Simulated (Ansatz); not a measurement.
# GeH9NSi2: one species, many methods

The task here is to estimate one member of a computed series from the others.

The runs use Ansatz 0.2.0, Gaussian basis; functionals in def2-TZVPP, the program's frozen cores in correlated methods.

Plan: LDA (SPW92), PBE-D4, revPBE-D4, BLYP-D4, r2SCAN-D4, B97M-V, PBE0-D4, B3LYP-D4, r2SCANh-D4, r2SCAN0-D4, HSE06-D4, BHLYP-D4, CAM-B3LYP-D4, LC-ωPBE, ωB97X-V, ωB97M-V, B2PLYP, PBE-QIDH; CCSD(T)/def2-SVP; CCSD(T)/def2-TZVPP; MP2/def2-QZVPP; extrapolation to the limit; RPA on PBE.

### Structure used throughout

All runs share one geometry, relaxed beforehand with PBE0-D4 in a triple-zeta def2 set.

SMILES `[SiH3][SiH2][NH][GeH3]`, 13 atoms, charge 0, spin multiplicity 1.

Atoms are counted from 1 here; the program's logs count them from 0.

Bond lengths: Si1–Si2 2.343 Å, Si1–H5 1.488 Å, Si1–H6 1.489 Å, Si1–H7 1.491 Å, Si2–N3 1.723 Å, Si2–H8 1.489 Å, Si2–H9 1.496 Å, N3–Ge4 1.841 Å, N3–H10 1.009 Å, Ge4–H11 1.543 Å, Ge4–H12 1.538 Å, Ge4–H13 1.534 Å. Angles: Si2–Si1–H5 111.1°, Si2–Si1–H6 111.0°, Si2–Si1–H7 109.7°, H5–Si1–H6 108.8°, H5–Si1–H7 108.0°, H6–Si1–H7 108.1°, Si1–Si2–N3 110.1°, Si1–Si2–H8 110.6°, Si1–Si2–H9 108.2°, N3–Si2–H8 107.1°, N3–Si2–H9 114.2°, H8–Si2–H9 106.6°, Si2–N3–Ge4 126.9°, Si2–N3–H10 116.9°, Ge4–N3–H10 114.2°, N3–Ge4–H11 111.8°, N3–Ge4–H12 108.1°, N3–Ge4–H13 106.6° and more.

The first run:

Contents of in.yaml:

```yaml
crystal:
  periodic: [false, false, false]
  atoms:
    - {symbol: Si, position_ang: [-0.385777, 2.535775, -0.213699]}
    - {symbol: Si, position_ang: [-0.895233, 0.258822, -0.000569]}
    - {symbol: N, position_ang: [0.498687, -0.695113, -0.341372]}
    - {symbol: Ge, position_ang: [0.905137, -2.348022, 0.359997]}
    - {symbol: H, position_ang: [0.595387, 2.964237, 0.819977]}
    - {symbol: H, position_ang: [-1.611967, 3.370968, -0.085515]}
    - {symbol: H, position_ang: [0.213688, 2.794156, -1.554369]}
    - {symbol: H, position_ang: [-1.310831, -0.056755, 1.394073]}
    - {symbol: H, position_ang: [-2.071091, -0.040851, -0.875840]}
    - {symbol: H, position_ang: [1.027736, -0.453520, -1.166255]}
    - {symbol: H, position_ang: [0.289272, -3.491197, -0.473087]}
    - {symbol: H, position_ang: [2.435401, -2.498975, 0.369326]}
    - {symbol: H, position_ang: [0.329995, -2.374325, 1.782035]}
basis:
  gaussian: {orbitals: def2-TZVPP}
hamiltonian: {xc: lda}
output: {orbitals: {seedname: orbitals}}
```

Launch:

```console
$ ansatz run in.yaml --threads 4 --pin off --events-out ev --progress --plain --max-ram 10444MiB
```

Among the steps run: LDA; PBE-D4 (GGA); revPBE-D4 (GGA); BLYP-D4 (GGA); r2SCAN-D4 (meta-GGA); B97M-V (meta-GGA); PBE0-D4 (hybrid); B3LYP-D4 (hybrid); r2SCANh-D4 (hybrid); r2SCAN0-D4 (hybrid); HSE06-D4 (hybrid); BHLYP-D4 (hybrid); CAM-B3LYP-D4 (range-separated); LC-ωPBE (range-separated); ωB97X-V (range-separated); ωB97M-V (range-separated); B2PLYP (double hybrid); PBE-QIDH (double hybrid).

One of the session's tables, all rows but one given; the rest of the session is left out.

It belongs to the step «Orbital energies across the functionals». 

```
  functional  HOMO (eV)  gap (eV)
 LDA (SPW92)      -5.99      4.55
      PBE-D4      -5.90      4.68
   revPBE-D4      -5.85      4.75
     BLYP-D4      -5.78      4.72
   r2SCAN-D4      -6.17      5.26
      B97M-V      -6.35      5.20
     PBE0-D4      -7.15      6.78
    B3LYP-D4      -6.95      6.39
  r2SCANh-D4          ?         ?
  r2SCAN0-D4      -7.34      7.13
    HSE06-D4      -6.76      6.01
    BHLYP-D4      -8.32      8.83
CAM-B3LYP-D4      -8.48      9.12
     LC-ωPBE      -9.79     11.59
     ωB97X-V      -9.48     11.10
     ωB97M-V      -9.33     10.66
```

Estimate the missing values for r2SCANh-D4.

Worked estimate for «HOMO (eV)». Against the share of exact exchange, r2SCAN-D4 (0, -6.17), r2SCAN0-D4 (0.25, -7.34) give a slope of -4.68 per unit share; at 0.1 the line stands at -6.64.

**Answer.** HOMO (eV): -6.64; gap (eV): 6.01. In «HOMO (eV)» the line misses by 0.00.
